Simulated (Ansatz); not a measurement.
# Cl₂H₅NSi₂: one species, many methods

One table from this session's results is given with a row withheld; the runs are named, their logs left out.

Method: functionals in def2-TZVPP, the program's frozen cores in correlated methods; program: Ansatz 0.2.0, Gaussian basis.

The runs, in order: PBE-D4, r2SCAN-D4, PBE0-D4, B3LYP-D4, ωB97X-V, ωB97M-V, B2PLYP; CCSD(T)/def2-TZVPP; MP2/def2-QZVPP; extrapolation to the limit.

**The relaxed structure**

All runs share one geometry, relaxed beforehand with PBE0-D4 in a triple-zeta def2 set.

SMILES `[SiH3]N[SiH](Cl)Cl`, 10 atoms, charge 0, spin multiplicity 1.

Atoms are counted from 1 here; the program's logs count them from 0.

Bond lengths: Si1–N2 1.736 Å, Si1–H6 1.486 Å, Si1–H7 1.483 Å, Si1–H8 1.486 Å, N2–Si3 1.697 Å, N2–H9 1.012 Å, Si3–Cl4 2.050 Å, Si3–Cl5 2.044 Å, Si3–H10 1.471 Å. Angles: N2–Si1–H6 110.5°, N2–Si1–H7 106.6°, N2–Si1–H8 111.7°, H6–Si1–H7 110.2°, H6–Si1–H8 108.2°, H7–Si1–H8 109.6°, Si1–N2–Si3 127.6°, Si1–N2–H9 116.4°, Si3–N2–H9 115.6°, N2–Si3–Cl4 112.9°, N2–Si3–Cl5 109.5°, N2–Si3–H10 109.8°, Cl4–Si3–Cl5 106.6°, Cl4–Si3–H10 107.7°, Cl5–Si3–H10 110.3°.

Set-up of the first run:

in.yaml reads:

```yaml
crystal:
  periodic: [false, false, false]
  atoms:
    - {symbol: Si, position_ang: [-0.464219, 0.036678, 1.563462]}
    - {symbol: N, position_ang: [0.089628, 0.615429, 0.023292]}
    - {symbol: Si, position_ang: [0.403999, -0.295464, -1.373778]}
    - {symbol: Cl, position_ang: [-1.168370, -0.308533, -2.688470]}
    - {symbol: Cl, position_ang: [1.993627, 0.514482, -2.372277]}
    - {symbol: H, position_ang: [0.417490, 0.529432, 2.652918]}
    - {symbol: H, position_ang: [-0.420390, -1.444376, 1.500354]}
    - {symbol: H, position_ang: [-1.851868, 0.483493, 1.852688]}
    - {symbol: H, position_ang: [0.134022, 1.619803, -0.090092]}
    - {symbol: H, position_ang: [0.691282, -1.690345, -1.004696]}
basis:
  gaussian: {orbitals: def2-TZVPP}
hamiltonian: {xc: pbe, dispersion: d4}
output: {forces: true, orbitals: {seedname: orbitals}}
```

Run with:

```console
$ ansatz run in.yaml --threads 4 --pin off --events-out ev --progress --plain --max-ram 10444MiB
```

Steps of the session up to this table: PBE-D4 (GGA); r2SCAN-D4 (meta-GGA); PBE0-D4 (hybrid); B3LYP-D4 (hybrid); ωB97X-V (range-separated); ωB97M-V (range-separated); B2PLYP (double hybrid); CCSD(T) in def2-TZVPP; MP2 in def2-QZVPP.

One of the session's tables, all rows but one given; the rest of the session is left out.

It belongs to the step «Atomisation energies». 

```
            method  atomisation energy (kJ/mol)
            PBE-D4                       3255.7
         r2SCAN-D4                       3254.7
           PBE0-D4                       3229.4
          B3LYP-D4                       3242.1
           ωB97X-V                       3287.8
           ωB97M-V                       3278.9
            B2PLYP                       3203.8
     HF/def2-TZVPP                       2398.7
    MP2/def2-TZVPP                       3205.3
   CCSD/def2-TZVPP                       3111.5
CCSD(T)/def2-TZVPP                       3156.9
           MP2/CBS                       3315.5
       CCSD(T)/CBS                            ?
```

Estimate the missing values for CCSD(T)/CBS.

**Answer.** atomisation energy (kJ/mol): 3267.1. In the column «atomisation energy (kJ/mol)» it lies between PBE-D4 (3255.7) and ωB97M-V (3278.9).
